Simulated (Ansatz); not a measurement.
# C₂HF₂In: basis-set convergence

An exercise on one series of results from a longer session: the logs are not shown, and one member is left open.

Method: one geometry, several basis sets; program: Ansatz 0.2.0, Gaussian basis.

Plan: PBE0-D4/def2-SVP; ωB97M-V/def2-SVP; PBE0-D4/def2-QZVPP; ωB97M-V/def2-QZVPP; the functionals' def2-TZVPP values are taken from earlier runs.

## Structure used throughout

All runs share one geometry, relaxed beforehand with PBE0-D4 in a triple-zeta def2 set. In takes the def2 core potential; no spin-orbit term is included.

6 atoms, charge 0, spin multiplicity 1.

Atoms are counted from 1 here; the program's logs count them from 0.

Bond lengths: C1–C2 1.205 Å, C1–H6 1.067 Å, C2–In3 2.040 Å, In3–F4 1.928 Å, In3–F5 1.928 Å. Angles: C2–C1–H6 179.9°, C1–C2–In3 179.9°, C2–In3–F4 125.6°, C2–In3–F5 125.6°, F4–In3–F5 108.8°.

Geometry (Å):

```xyz
6
charge 0, multiplicity 1
C     1.6306   -0.2377    1.1678
C     0.6580   -0.0959    0.4699
In   -0.9895    0.1446   -0.7086
F    -2.4040   -1.1456   -0.9358
F    -1.3871    1.6989   -1.7777
H     2.4921   -0.3644    1.7845
```

Set-up of the first run:

The input, in.yaml:

```yaml
crystal:
  periodic: [false, false, false]
  atoms:
    - {symbol: C, position_ang: [1.630605, -0.237733, 1.167759]}
    - {symbol: C, position_ang: [0.657969, -0.095921, 0.469855]}
    - {symbol: In, position_ang: [-0.989470, 0.144627, -0.708570]}
    - {symbol: F, position_ang: [-2.404039, -1.145558, -0.935787]}
    - {symbol: F, position_ang: [-1.387132, 1.698949, -1.777715]}
    - {symbol: H, position_ang: [2.492077, -0.364365, 1.784458]}
basis:
  gaussian: {orbitals: def2-SVP}
hamiltonian: {xc: pbe0, dispersion: d4}
output: {orbitals: {seedname: orbitals}}
```

Started as:

```bash
ansatz run in.yaml --threads 4 --pin off --events-out ev --progress --plain --max-ram 10444MiB
```

Steps of the session up to this table: PBE0-D4 in def2-SVP; ωB97M-V in def2-SVP; PBE0-D4 in def2-QZVPP; ωB97M-V in def2-QZVPP.

One of the session's tables, all rows but one given; the rest of the session is left out.

It belongs to the step «Functionals by basis». 

| functional | basis | HOMO (eV) | LUMO (eV) |
| --- | --- | --- | --- |
| PBE0-D4 | def2-SVP | -9.05 | -1.83 |
| PBE0-D4 | def2-TZVPP | -9.10 | -2.01 |
| PBE0-D4 | def2-QZVPP | -9.12 | -2.06 |
| ωB97M-V | def2-SVP | -11.31 | -0.07 |
| ωB97M-V | def2-TZVPP | ? | ? |
| ωB97M-V | def2-QZVPP | -11.40 | -0.31 |

**Question.** Estimate the row for ωB97M-V, def2-TZVPP.

The run gave: HOMO (eV): -11.39; LUMO (eV): -0.27. In the column «HOMO (eV)» it lies between ωB97M-V, def2-QZVPP (-11.40) and ωB97M-V, def2-SVP (-11.31).
